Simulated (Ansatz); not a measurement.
# CH₄BrGe radical: basis-set convergence

Aim: see how fast density functionals converge with the basis set for CH₄BrGe radical.

The runs use Ansatz 0.2.0, Gaussian basis; one geometry, several basis sets.

The runs, in order: PBE0-D4/def2-SVP; ωB97M-V/def2-SVP; PBE0-D4/def2-QZVPP; ωB97M-V/def2-QZVPP; the functionals' def2-TZVPP values are taken from earlier runs.

### Step 1. The geometry

An earlier PBE0-D4 in a triple-zeta def2 set relaxation fixed the geometry.

SMILES `[CH3][GeH][Br]`, 7 atoms, charge 0, spin multiplicity 2.

Atoms are counted from 1 here; the program's logs count them from 0.

Bond lengths: C1–Ge2 1.958 Å, C1–H4 1.091 Å, C1–H5 1.092 Å, C1–H6 1.089 Å, Ge2–Br3 2.323 Å, Ge2–H7 1.552 Å. Angles: Ge2–C1–H4 109.5°, Ge2–C1–H5 108.7°, Ge2–C1–H6 110.1°, H4–C1–H5 109.5°, H4–C1–H6 109.6°, H5–C1–H6 109.4°, C1–Ge2–Br3 107.6°, C1–Ge2–H7 112.2°, Br3–Ge2–H7 105.8°.

Coordinates:

```xyz
7
CH4BrGe
C    -0.6702    0.4909   -0.3640
Ge    0.9834   -0.5449   -0.2028
Br    0.5554   -2.3371    1.2113
H    -0.4949    1.3612   -0.9981
H    -0.9762    0.8203    0.6312
H    -1.4561   -0.1253   -0.7983
H     2.1198    0.2669    0.4749
```

### Step 2. PBE0-D4 in def2-SVP

Contents of in.yaml:

```yaml
crystal:
  periodic: [false, false, false]
  atoms:
    - {symbol: C, position_ang: [-0.670201, 0.490923, -0.363954]}
    - {symbol: Ge, position_ang: [0.983361, -0.544949, -0.202820]}
    - {symbol: Br, position_ang: [0.555428, -2.337064, 1.211340]}
    - {symbol: H, position_ang: [-0.494884, 1.361244, -0.998072]}
    - {symbol: H, position_ang: [-0.976179, 0.820264, 0.631155]}
    - {symbol: H, position_ang: [-1.456101, -0.125338, -0.798284]}
    - {symbol: H, position_ang: [2.119776, 0.266921, 0.474935]}
basis:
  gaussian: {orbitals: def2-SVP}
magnetization: {spin_polarized: true, initial_magnetization: 1}
hamiltonian: {xc: pbe0, dispersion: d4}
output: {orbitals: {seedname: orbitals}}
```

The run is started by

```sh
> ansatz run in.yaml --threads 4 --pin off --events-out ev --progress --plain --max-ram 10444MiB
```

The runs that follow: ωB97M-V in def2-SVP; PBE0-D4 in def2-QZVPP; ωB97M-V in def2-QZVPP.

Before running them: what should the planned runs give, taken together? Wanted: PBE0-D4: double and triple zeta above quadruple; ωB97M-V: double and triple zeta above quadruple.

The runs gave:

| quantity | value |
| --- | --- |
| PBE0-D4: double and triple zeta above quadruple | 19.60, 2.72 eV |
| ωB97M-V: double and triple zeta above quadruple | 19.55, 2.64 eV |

In words: PBE0-D4 gains 16.89 eV from double to triple zeta, then 2.72 eV more. Total energies overstate the basis error of differences, where much of it tends to cancel.
